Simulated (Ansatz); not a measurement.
TePb, space group Fm-3m: an equation of state with a fit, run with the Python package of Ansatz (0.2.0).

`tepb.py`:
```python
# -*- coding: utf-8 -*-
import ansatz as az
import numpy as np
from scipy.optimize import curve_fit

XC = "pbe"
CUTOFF = 420
FILLING = "Fermi-Dirac"
MESH = (6, 6, 6)

VECTORS = np.array([
    [0.0, 3.231, 3.231],
    [3.231, 0.0, 3.231],
    [3.231, 3.231, 0.0],
])
SITES = [
    ("Te", [0.5, 0.5, 0.5]),
    ("Pb", [0.0, 0.0, 0.0]),
]


def on_lattice(cell):
    crystal = az.Crystal(lattice=az.Lattice.of(cell))
    for symbol, position in SITES:
        crystal = crystal.atom(symbol, position)
    return crystal

def vinet(v, e0, v0, b0, b1):
    eta = (v / v0) ** (1 / 3)
    return e0 + 2 * b0 * v0 / (b1 - 1) ** 2 * (2 - (5 + 3 * b1 * (eta - 1) - 3 * eta) * np.exp(-1.5 * (b1 - 1) * (eta - 1)))


def main():
    volumes, energies = [], []
    for scale in np.linspace(0.95, 1.07, 5):
        cell = VECTORS * scale ** (1 / 3)
        job = (
            on_lattice(cell).calculation()
            .functional(XC)
            .pseudopotentials("paw", azcp={"folder": "soft_1"})
            .basis(CUTOFF)
            .occupations(FILLING, width=20 * az.meV)
            .kpoints(*MESH)
        )
        r = job.run(threads=1, pin="off").report
        volumes.append(abs(np.linalg.det(cell)) / len(SITES))
        energies.append(r["free_energy_ev"] / len(SITES))
        print(f"V = {volumes[-1]:8.4f} A^3/atom  F = {energies[-1]:.5f} eV/atom")

    guess = (min(energies), volumes[int(np.argmin(energies))], 0.5, 4.5)
    (e0, v0, b0, b1), _ = curve_fit(vinet, np.array(volumes), np.array(energies), p0=guess, maxfev=20000)
    print(f"Vinet fit: V0 = {v0:.4f} A^3/atom, B0 = {160.21766 * b0:.1f} GPa, B1 = {b1:.2f}")
    print("largest residual", round(1000 * float(np.abs(vinet(np.array(volumes), e0, v0, b0, b1) - energies).max()), 3), "meV/atom")


if __name__ == "__main__":
    main()
```

Its results, one of them left out:

| V (Å³/atom) | F less the lowest row shown (meV/atom) |
| --- | --- |
| 32.043 | 47.09 |
| 33.055 | 21.70 |
| 34.067 | 6.52 |
| 35.079 | 0.00 |
| 36.091 | ? |

What is the missing energy at 36.091 Å³ an atom?

A third-order Birch-Murnaghan fit, E = E0 + (9 V0 B0 / 16) [(t - 1)³ B' + (t - 1)² (6 - 4t)] with t = (V0/V)^(2/3), through the 4 rows shown gives V0 = 35.456 Å³, B0 = 38.2 GPa, B' = 4.74 and E0 = -0.49 meV. At V = 36.091 Å³, t = 0.98823, and the fit extrapolates to 0.82 meV. The run gave 0.91 meV, a miss of 0.09 meV.

Spin-orbit coupling, which matters for elements this heavy, is left out. The structure is a deposited one; some such entries were measured under pressure or heat, so a shift against it needn't be the functional's error alone. Processor time in the engine: 4.2 s on 1 thread of Intel(R) Xeon(R) Processor @ 2.30GHz (shared host), peak memory 0.54 GiB.
